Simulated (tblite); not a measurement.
# C5H10GeN2: the cost of one run

The runs use tblite 0.8.0 and PySCF 2.14.0, with density-fitted response routines of our own; the level of theory stands in each step. All values are computed, except where a source is named. Atoms are numbered from 0 throughout.

## (1) Starting geometry

18 atoms, charge 0, multiplicity 1; geometry from: force field or distance geometry start.

Bonds of the start (Å): C0–N1 1.43, N1–C2 1.41, C2–C3 1.50, C3–C4 1.49, C4–C5 1.47, C5–N6 1.15, C4–Ge7 1.93, Ge7–C2 1.91, C0–H8 1.12, C0–H9 1.10, C0–H10 1.11, N1–H11 1.03, C2–H12 1.13, C3–H13 1.13, C3–H14 1.12, C4–H15 1.12, Ge7–H16 1.54, Ge7–H17 1.54.

## (2) Geometry optimisation with GFN2-xTB

What the job is given:

```
{"job": {"kind": "relax", "xc": "GFN2-xTB", "basis": "xTB"}, "charge": 0, "multiplicity": 1}
C      2.472100     0.556300    -0.779900
N      1.561800    -0.238000    -0.013200
C      0.211300     0.169400    -0.054200
C     -0.671800    -0.714200     0.774400
C     -1.845000    -0.513400    -0.117600
C     -2.635700     0.678800     0.211200
N     -3.235800     1.613000     0.492300
Ge    -0.760900    -0.139000    -1.674700
H      1.940600     1.457300    -1.172800
H      3.314000     0.921000    -0.172800
H      2.882500    -0.004200    -1.641200
H      1.732500    -1.251800    -0.062500
H      0.130900     1.238600     0.295600
H     -0.257800    -1.760900     0.792400
H     -0.799400    -0.268800     1.798300
H     -2.479200    -1.429200    -0.227900
H     -1.143600     1.099900    -2.512400
H     -0.425200    -1.408600    -2.476300
```

Run with:

```console
OMP_NUM_THREADS=1 python probes_run.py task.json out
```

This one command runs all jobs of the session in turn.

**Question.** How long does this first job take on 1 thread of Arm Neoverse N1, shared host, and how much memory does it need?

About 1.2 s, with a peak of 0.18 GiB.
